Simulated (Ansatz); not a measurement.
# Cs2Y: the cost of one run

Computed with Ansatz 0.2.0 (DFT PBE, scalar-relativistic, plane waves, PAW, unless a step's input says otherwise).

## (1) Starting point

Symmetry: P6/mmm, No. 191, hexagonal system. The conventional cell has a = 4.904 Å, b = 4.904 Å, c = 5.295 Å, α = 90.00°, β = 90.00°, γ = 120.00°. Cs (site symmetry -6m2) has 3 Cs at 2.83 Å as nearest neighbours. Y (site symmetry 6/mmm) has 12 Cs at 3.88 Å as nearest neighbours.

As a file:

```
Cs Y
1.0
     4.90423    0.00000    0.00000
    -2.45212    4.24719    0.00000
     0.00000    0.00000    5.29527
Cs Y
2 1
Cartesian
  0.0000 2.8315 2.6476
  2.4521 1.4157 2.6476
  0.0000 0.0000 0.0000
```

This is candidate A: AlB2 type (P6/mmm, No. 191).

(A quick probe on a coarse mesh, which set the mesh and smearing, is not shown.)

## (3) Coarse relaxation (candidate A)

input.yaml reads:

```yaml
crystal:
  lattice:
    - [4.9042342213, 0.0, 0.0]
    - [-2.4521171107, 4.2471914218, 0.0]
    - [0.0, 0.0, 5.2952695081]
  atoms:
    - { symbol: Cs, position: [0.3333333333, 0.6666666667, 0.5] }
    - { symbol: Cs, position: [0.6666666667, 0.3333333333, 0.5] }
    - { symbol: "Y", position: [0.0, 0.0, 0.0] }
basis:
  ecutwfc: 420
kpoints:
  mp_grid: { grid: [6, 6, 4] }
hamiltonian:
  xc: pbe
scf:
  occupations: { method: gaussian, width: 0.1 }
  lower_state_search: "off"
output:
  forces: true
  stress: true
  eigenvalues: true
relax:
  adjacent_minimum: "off"
  f_tol: 0.04
  max_steps: 70
  cell: { stress_tol: 0.4 }
```

Run with:

```console
> ansatz run input.yaml --threads 1 --pin off --max-ram 2560MiB --backend cpu --events-out ev --progress --plain --runs-dir out
```

Q: Estimate wall time and peak memory on 1 thread of Arm Neoverse V2, shared host.

About 51 s, with a peak of 0.43 GiB.
